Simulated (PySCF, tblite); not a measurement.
# C5H14OSSi2: geometry, infrared bands and NMR shifts

Aim: predict the infrared bands and NMR shifts of C5H14OSSi2 (`CC/C=C(\[SiH2][SiH3])[S@@](C)=O`).

Computed with tblite 0.8.0 and PySCF 2.14.0, with density-fitted response routines of our own, on a single molecule in the gas phase. Atoms are numbered from 0 throughout.

**1. Starting geometry**

23 atoms, charge 0, multiplicity 1; geometry from: force field or distance geometry start.

Bonds of the start (Å): C0–C1 1.54, C1–C2 1.45, C2–C3 1.34, C3–Si4 1.82, Si4–Si5 2.26, C3–S6 1.77, S6–C7 1.78, S6–O8 1.53, C0–H9 1.10, C0–H10 1.11, C0–H11 1.10, C1–H12 1.07, C1–H13 1.14, C2–H14 1.10, Si4–H15 1.47, Si4–H16 1.44, Si5–H17 1.49, Si5–H18 1.45, Si5–H19 1.45, C7–H20 1.08, C7–H21 1.13, C7–H22 1.11.

**2. Geometry optimisation with GFN2-xTB**

What the job is given:

```
{"job": {"kind": "relax", "xc": "GFN2-xTB", "basis": "xTB"}, "charge": 0, "multiplicity": 1}
C      3.319700    -0.540800     0.649900
C      1.885700    -1.055300     0.860300
C      0.933700     0.019000     1.095700
C     -0.123600     0.250700     0.312000
Si    -0.561900    -0.750800    -1.147400
Si    -2.619100    -1.584600    -0.740100
S     -1.181400     1.601900     0.740200
C     -1.252000     2.850800    -0.532500
O     -2.581100     1.102200     1.117900
H      3.803500    -0.422200     1.627700
H      3.324600     0.401700     0.070200
H      3.883900    -1.296700     0.080400
H      1.642400    -1.788900     0.113900
H      1.962600    -1.631600     1.836600
H      1.084700     0.691400     1.953000
H     -0.699800     0.160100    -2.289900
H      0.299000    -1.875500    -1.420200
H     -2.726700    -1.946700     0.704300
H     -3.661400    -0.647200    -1.104000
H     -2.702800    -2.836300    -1.469200
H     -0.444000     3.571900    -0.530900
H     -1.388600     2.343700    -1.535800
H     -2.202100     3.410500    -0.382100
```

Started as:

```
$ OMP_NUM_THREADS=1 python probes_run.py task.json out
```

The driver reads the jobs from task.json and runs them one after another.

**Question.** This job is followed by: GFN2-xTB harmonic vibrations, gas phase; GIAO PBE0/pcSseg-1 NMR shielding, non-relativistic, gas phase. What will the session give for the following? strongest single infrared mode (GFN2-xTB); zero-point energy (GFN2-xTB); ¹³C shifts against TMS (PBE0/pcSseg-1); ¹H shifts against TMS (PBE0/pcSseg-1, means over atoms taken as alike); ²⁹Si shifts against TMS (PBE0/pcSseg-1); ³³S shifts against CS2 (PBE0/pcSseg-1); ¹⁷O shifts against H2O (PBE0/pcSseg-1).

As calculated:

| quantity | value |
| --- | --- |
| strongest single infrared mode (GFN2-xTB) | 676 cm⁻¹, 469 km/mol |
| zero-point energy (GFN2-xTB) | 106.2 kcal/mol |
| ¹³C shifts against TMS (PBE0/pcSseg-1) | 162.0, 155.5, 49.9, 32.7, 15.6 ppm |
| ¹H shifts against TMS (PBE0/pcSseg-1, means over atoms taken as alike) | 6.63, 4.38, 4.06, 3.71, 2.66, 2.35, 2.35, 1.08 ppm |
| ²⁹Si shifts against TMS (PBE0/pcSseg-1) | -107.2, -117.6 ppm |
| ³³S shifts against CS2 (PBE0/pcSseg-1) | 332 ppm |
| ¹⁷O shifts against H2O (PBE0/pcSseg-1) | 71.0 ppm |

What this shows: Over 128 steps the energy fell by 1.378 eV; of the close pairs, C3–Si4 changed most, 1.823 to 1.896 Å. All 63 modes are real, so the xTB geometry is a minimum. The strongest single mode, at 676 cm⁻¹, is spread over several atoms, H15, C7, H16, S6 among them. GFN2-xTB is a fitted tight-binding method: band positions and strengths are rough. Its intensities can rank the bands wrongly. H14 (hydrogen on an alkene CH) lies farthest downfield among hydrogen, at 6.63 ppm; olefinic region. At PBE0/pcSseg-1: The largest span, 375 ppm, is at O8, where the paramagnetic term is -136 ppm.
